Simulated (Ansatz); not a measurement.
I need a phonon calculation by finite displacements of O, space group Fd-3m. Use Ansatz's Python interface. Use: PBEsol, PAW, cutoff 470 eV, 6×6×6 k-points, Fermi-Dirac smearing of 0.05 eV.

```
O
1.0
     0.00000    2.17086    2.17086
     2.17086    0.00000    2.17086
     2.17086    2.17086    0.00000
O
2
Direct
  0.25000 0.25000 0.25000
  0.00000 0.00000 0.00000
```

Script `o.py`:
```python
"""Phonons of O by finite displacements."""

from pathlib import Path

import ansatz as az
import matplotlib.pyplot as plt
import numpy as np

cell = (
    az.Lattice.of([0.0, 2.17085644, 2.17085644], [2.17085644, 0.0, 2.17085644], [2.17085644, 2.17085644, 0.0])
    .atom("O", [0.25, 0.25, 0.25])
    .atom("O", [0.0, 0.0, 0.0])
)
path = [
    ("K", (0.375, 0.375, 0.75)),
    ("G", (0.0, 0.0, 0.0)),
    ("L", (0.5, 0.5, 0.5)),
    ("W", (0.5, 0.25, 0.75)),
    ("X", (0.5, 0.0, 0.5)),
]

# the k mesh has to be a multiple of the supercell
model = (
    cell.calculation()
    .functional("pbesol")
    .pseudopotentials("paw")
    .basis(470)
    .occupations("fermi_dirac", width=0.05)
    .kpoints(6, 6, 6)
    .phonons("fd", supercell=2, amplitude=0.03, path=[q for _, q in path], intervals=8)
)
res = model.run(runs_dir="runs")
folder = Path(res.output_folder) / "results"
ph = res.phonons

for mode, w in enumerate(ph.gamma_omega_inv_cm, start=1):
    print(f"Gamma mode {mode:2d}: {w:8.1f} 1/cm  {w / 33.35641:7.3f} THz")
print(f"{ph.n_members} displaced supercells, sum-rule residual {ph.asr_residual_pre_ev_ang2:.1e} eV/A^2")
table = np.loadtxt(folder / "phbands.tsv", comments="#")
n_modes = len(ph.gamma_omega_inv_cm)
omega = table[:, 1 : 1 + n_modes]
plt.figure(figsize=(5, 3.5))
plt.plot(table[:, 0], omega, "k", lw=1)
plt.xticks(table[::8, 0], [label for label, _ in path])
plt.ylabel("wavenumber (1/cm)")
plt.tight_layout()
plt.savefig("phonons.png", dpi=100)
# a negative number stands for an imaginary frequency
print(f"lowest {omega.min():.1f}, highest {omega.max():.1f} 1/cm on the path;", "unstable" if omega.min() < -10 else "no imaginary branch")
```

```console
$ python o.py
RunWarning: the harmonic batch is taken at displacements of 0.015 Å and a dr2 threshold of 1.0e-9 eV from here on, in place of the typed 0.03 Å and 1.0e-9 eV, a step that its levels, its solves or its constants may not bear out (scf.occupations.method, [...]
RunWarning: on the 24×24×24 q-mesh 1544 entries of the irreducible table, 3.741e0 modes per cell, the lowest at -896.51 cm⁻¹, stand at or below zero and are read as no rigid motion or as one in doubt: the zero-point energy, F, S and C_V leave that weight out. [...]
Gamma mode  1:   -896.5 1/cm  -26.877 THz
Gamma mode  2:   -896.5 1/cm  -26.877 THz
Gamma mode  3:   -896.5 1/cm  -26.877 THz
Gamma mode  4:      0.0 1/cm    0.000 THz
Gamma mode  5:      0.0 1/cm    0.000 THz
Gamma mode  6:      0.0 1/cm    0.000 THz
1 displaced supercells, sum-rule residual 2.0e-06 eV/A^2
lowest -896.5, highest 381.6 1/cm on the path; unstable
```
(Warnings from the package without file and line, shortened.)

Reading the output:
- Total energies depend on the potentials; only differences at equal settings carry meaning. A total without «per atom» is that of the cell as typed.
- The cell isn't relaxed first, so the values belong to this volume.
- For a metal this mesh is far too coarse, so the numbers only illustrate the procedure.
- No spin polarisation was allowed.
- Some modes are imaginary (printed negative) at these settings, from an unstable structure or from unconverged force constants, so sums over modes carry no meaning.
- This isn't the structure that O takes at ambient conditions.
- The structure is taken as given and the supercell is small; imaginary modes can come from an unrelaxed or unstable start.
- Timing: 24 s on 1 thread of Arm Neoverse V2 (shared host), peak memory 0.55 GiB.

(Lines on the test bed's own set-up are left out of the output.)
